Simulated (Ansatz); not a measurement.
Crystal: Cu3O2.

```
CELL_PARAMETERS angstrom
-2.02298 2.02298 3.67362
2.02298 -2.02298 3.67362
2.02298 2.02298 -3.67362
ATOMIC_POSITIONS crystal
Cu 0.00000 0.00000 0.00000
Cu 0.75000 0.25000 0.50000
Cu 0.25000 0.75000 0.50000
O 0.50000 0.00000 0.50000
O 0.00000 0.50000 0.50000
```

The cell comes from a database or a generator and needn't be the stable form of this composition.

| Item | Value |
| --- | --- |
| Program | Ansatz 0.2.0 |
| Task | relaxation of cell and atoms |
| Functional | RPBE |
| Potentials or basis | Ansatz PAW |
| Cutoff | 420 eV (not typed: the program's choice for these potentials) |
| k mesh | 9 × 9 × 9 |
| Occupations | fermi-dirac, width 0.05 eV |
| Spin | no spin polarisation |

At the start: volume 12.03 Å³/atom.

Where does the relaxation end?

It ends after 7 steps and the volume is 12.69 Å³/atom (+5.5 %); space group I4/mmm (No. 139, to 0.05 Å).

The path:
```
step  energy change (eV)  largest force (eV/Å)  volume (Å³)
   1              0.0000                0.0000        60.14
   2             -0.0277                0.0000        61.42
   3             -0.0377                0.0000        63.02
   4             -0.0374                0.0000        63.23
   5             -0.0484                0.0000        63.23
   6             -0.0480                0.0000        63.44
   7             -0.0486                0.0000        63.44
```

Final structure:
```
Cu O
1.0
    -2.07123    2.07123    3.69711
     2.07123   -2.07123    3.69711
     2.07123    2.07123   -3.69711
Cu O
3 2
Direct
  0.00000 0.00000 0.00000
  0.75000 0.25000 0.50000
  0.25000 0.75000 0.50000
  0.50000 0.00000 0.50000
  0.00000 0.50000 0.50000
```

Caveat: the plane-wave basis is chosen anew once the cell has moved, so the energies of steps on either side of that aren't comparable; the pressure holds a Pulay correction of +0.4 GPa for the finite cutoff; an odd number of electrons without spin polarisation forces a metal; a magnetic or distorted state may lie lower; the run has no spin polarisation, though such a crystal can be magnetic; the PAW data sets come from PBE, with cores solved anew for the run's functional, which leaves a small shift of forces and pressure.
